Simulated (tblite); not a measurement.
# C2H7BO3Si: the cost of one run

Programs: tblite 0.8.0 and PySCF 2.14.0. All values are calculated, for the isolated system unless a continuum is named. Atoms count from 0, parts from 1.

## (1) The system as given

14 atoms, charge 0, multiplicity 3; geometry: distance geometry start.

## (2) Geometry optimisation with GFN2-xTB

What the job is given:

```
{"job": {"kind": "relax", "xc": "GFN2-xTB", "basis": "xTB"}, "charge": 0, "multiplicity": 3}
C      0.619105    -0.152294     0.453192
C      0.544548    -0.716955    -0.922123
Si    -1.077892    -0.233924    -1.658637
O      0.585423     0.556586     1.630162
B     -0.620826     1.198986     2.209824
O     -1.518913     0.304682     2.960095
O     -1.289286     2.239915     1.341641
H      1.315725    -0.335025    -1.510063
H      0.619546    -1.757025    -0.884246
H     -0.930970    -0.100337    -3.089149
H     -2.031062    -1.249460    -1.404251
H     -1.488504     0.987287    -1.120950
H     -2.160969    -0.316850     2.591270
H     -1.704549     2.088639     0.502592
```

With the program's defaults for keys left out, this is: GFN2-xTB geometry optimisation, gas phase.

Launch:

```console
$ OMP_NUM_THREADS=1 python cluster_run.py task.json out
```

The driver reads the jobs from task.json and runs them one after another.

Q: Estimate the wall time of this first job on 1 thread of Arm Neoverse V1, shared host.

About 3.9 s.
